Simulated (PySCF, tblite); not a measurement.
# C₃H₉AlO₃: geometry, infrared bands and NMR shifts

Aim: predict the infrared bands and NMR shifts of C₃H₉AlO₃ (`C[O+]([AlH3-])COC=O`).

Programs: tblite 0.8.0 and PySCF 2.14.0, with density-fitted response routines of our own. Each step states its level of theory. These are calculated values for one molecule in the gas phase, unless marked as measured. Atoms count from 0, in the outputs and in this text.

**1. The starting structure**

16 atoms, charge 0, multiplicity 1; geometry from: force field or distance geometry start.

Bonds of the start (Å): C0–O1 1.42, O1–Al2 1.88, O1–C3 1.43, C3–O4 1.42, O4–C5 1.39, C5–O6 1.26, C0–H7 1.11, C0–H8 1.12, C0–H9 1.12, Al2–H10 1.61, Al2–H11 1.59, Al2–H12 1.61, C3–H13 1.13, C3–H14 1.13, C5–H15 1.08.

**2. Optimising the geometry with GFN2-xTB**

The job: settings as JSON, then the geometry in Å.

```
{"job": {"kind": "relax", "xc": "GFN2-xTB", "basis": "xTB"}, "charge": 0, "multiplicity": 1}
C     -0.644900    -0.016900    -1.536500
O     -0.744000     0.378300    -0.181200
Al    -2.079800    -0.637400     0.657200
C      0.500900     0.125000     0.466600
O      1.500300     1.005800    -0.012000
C      2.816100     0.987500     0.435200
O      3.192000     0.173000     1.318100
H      0.117400     0.597900    -2.063300
H     -0.395100    -1.096400    -1.662000
H     -1.617200     0.193600    -2.054900
H     -3.477300    -0.395300    -0.105400
H     -1.715700    -2.188000     0.596300
H     -2.241100    -0.179200     2.188100
H      0.842500    -0.939200     0.331800
H      0.404800     0.312400     1.572500
H      3.533300     1.688100     0.038000
```

Launch:

```bash
> OMP_NUM_THREADS=1 python probes_run.py task.json out
```

The driver reads the jobs from task.json and runs them one after another.

**Question.** This job is followed by: GFN2-xTB harmonic vibrations, gas phase; GIAO PBE0/pcSseg-1 NMR shielding, non-relativistic, gas phase. What will the session give for the following? strongest single infrared mode (GFN2-xTB); zero-point energy (GFN2-xTB); ¹³C shifts against TMS (PBE0/pcSseg-1); ¹H shifts against TMS (PBE0/pcSseg-1, means over atoms taken as alike); ¹⁷O shifts against H2O (PBE0/pcSseg-1); ²⁷Al shifts against AlH4- (PBE0/pcSseg-1).

As calculated:

| quantity | value |
| --- | --- |
| strongest single infrared mode (GFN2-xTB) | 796 cm⁻¹, 699 km/mol |
| zero-point energy (GFN2-xTB) | 70.3 kcal/mol |
| ¹³C shifts against TMS (PBE0/pcSseg-1) | 167.4, 87.9, 61.8 ppm |
| ¹H shifts against TMS (PBE0/pcSseg-1, means over atoms taken as alike) | 8.31, 6.08, 4.37, 4.00 ppm |
| ¹⁷O shifts against H2O (PBE0/pcSseg-1) | 438.5, 233.5, 43.1 ppm |
| ²⁷Al shifts against AlH4- (PBE0/pcSseg-1) | 89.2 ppm |

**Reading.** Relaxing lowered the energy by 1.256 eV in 191 steps; the close pair that moved most is C5–O6, from 1.259 to 1.192 Å. All 42 modes are real, so the xTB geometry is a minimum. The strongest single mode, at 796 cm⁻¹, has its largest shares on H11, H10 and H12 (the list is cut at 3 atoms). GFN2-xTB is a fitted tight-binding method: band positions and strengths are rough. Its intensities can rank the bands wrongly. C5 (ester carbonyl carbon) lies farthest downfield among carbon, at 167.4 ppm; it is a carbonyl in resonance with an O or N lone pair, the region of acids, esters and amides. At PBE0/pcSseg-1: The widest tensor belongs to O6: span 703 ppm, with a paramagnetic part of -505 ppm.
